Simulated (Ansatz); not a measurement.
**CH₅BIIn: how energies converge with the basis set**

One table from this session's results is given with a row withheld; the runs are named, their logs left out.

Computed with Ansatz 0.2.0, Gaussian basis. Level: one geometry, several basis sets.

Levels to be run: PBE0-D4/def2-SVP; ωB97M-V/def2-SVP; PBE0-D4/def2-QZVPP; ωB97M-V/def2-QZVPP; the functionals' def2-TZVPP values are taken from earlier runs.

### The geometry

An earlier PBE0-D4 in a triple-zeta def2 set relaxation fixed the geometry. In, I take the def2 core potential; no spin-orbit term is included.

9 atoms, charge 0, spin multiplicity 1.

Atoms are counted from 1 here; the program's logs count them from 0.

Bond lengths: B1–C2 1.550 Å, B1–H5 1.199 Å, B1–H6 1.197 Å, C2–In3 2.172 Å, C2–I4 2.222 Å, C2–H7 1.089 Å, In3–H8 1.719 Å, In3–H9 1.715 Å. Angles: C2–B1–H5 120.1°, C2–B1–H6 119.6°, H5–B1–H6 120.2°, B1–C2–In3 123.5°, B1–C2–I4 81.3°, B1–C2–H7 117.8°, In3–C2–I4 96.2°, In3–C2–H7 117.8°, I4–C2–H7 102.5°, C2–In3–H8 117.4°, C2–In3–H9 115.7°, H8–In3–H9 126.8°.

Geometry (Å):

```mol
CH5BIIn
  3D, bonds by distance, orders not assigned

  9  8  0  0  0  0  0  0  0  0999 V2000
   -0.2275    1.3996   -0.6621 B   0  0
    0.4487    0.0118   -0.5206 C   0  0
    0.3963   -1.1679    1.3021 In  0  0
   -1.5257   -0.6539   -1.2923 I   0  0
   -0.0542    2.0544   -1.6511 H   0  0
   -0.8640    1.8431    0.2500 H   0  0
    1.1295   -0.3044   -1.3101 H   0  0
    1.1780   -2.6989    1.2767 H   0  0
   -0.4812   -0.4837    2.6074 H   0  0
  1  2  8  0
  2  3  8  0
  2  4  8  0
  1  5  8  0
  1  6  8  0
  2  7  8  0
  3  8  8  0
  3  9  8  0
M  END
```

The first run:

File in.yaml:

```yaml
crystal:
  periodic: [false, false, false]
  atoms:
    - {symbol: B, position_ang: [-0.227454, 1.399599, -0.662122]}
    - {symbol: C, position_ang: [0.448714, 0.011760, -0.520568]}
    - {symbol: In, position_ang: [0.396332, -1.167926, 1.302077]}
    - {symbol: I, position_ang: [-1.525720, -0.653949, -1.292253]}
    - {symbol: H, position_ang: [-0.054181, 2.054395, -1.651055]}
    - {symbol: H, position_ang: [-0.864003, 1.843087, 0.249992]}
    - {symbol: H, position_ang: [1.129506, -0.304369, -1.310078]}
    - {symbol: H, position_ang: [1.178041, -2.698888, 1.276666]}
    - {symbol: H, position_ang: [-0.481236, -0.483700, 2.607351]}
basis:
  gaussian: {orbitals: def2-SVP}
hamiltonian: {xc: pbe0, dispersion: d4}
output: {orbitals: {seedname: orbitals}}
```

Started as:

```bash
$ ansatz run in.yaml --threads 4 --pin off --events-out ev --progress --plain --max-ram 10444MiB
```

Steps of the session up to this table: PBE0-D4 in def2-SVP; ωB97M-V in def2-SVP; PBE0-D4 in def2-QZVPP; ωB97M-V in def2-QZVPP.

One of the session's tables, all rows but one given; the rest of the session is left out.

It belongs to the step «Density functionals: the series». 

```
functional       basis  HOMO (eV)  LUMO (eV)
   PBE0-D4    def2-SVP      -7.37      -1.90
   PBE0-D4  def2-TZVPP      -7.36      -1.96
   PBE0-D4  def2-QZVPP      -7.36      -1.97
   ωB97M-V    def2-SVP      -9.45      -0.18
   ωB97M-V  def2-TZVPP      -9.47      -0.35
   ωB97M-V  def2-QZVPP          ?          ?
```

Q: Estimate the row for ωB97M-V, def2-QZVPP from the others.

**Answer.** HOMO (eV): -9.47; LUMO (eV): -0.41.
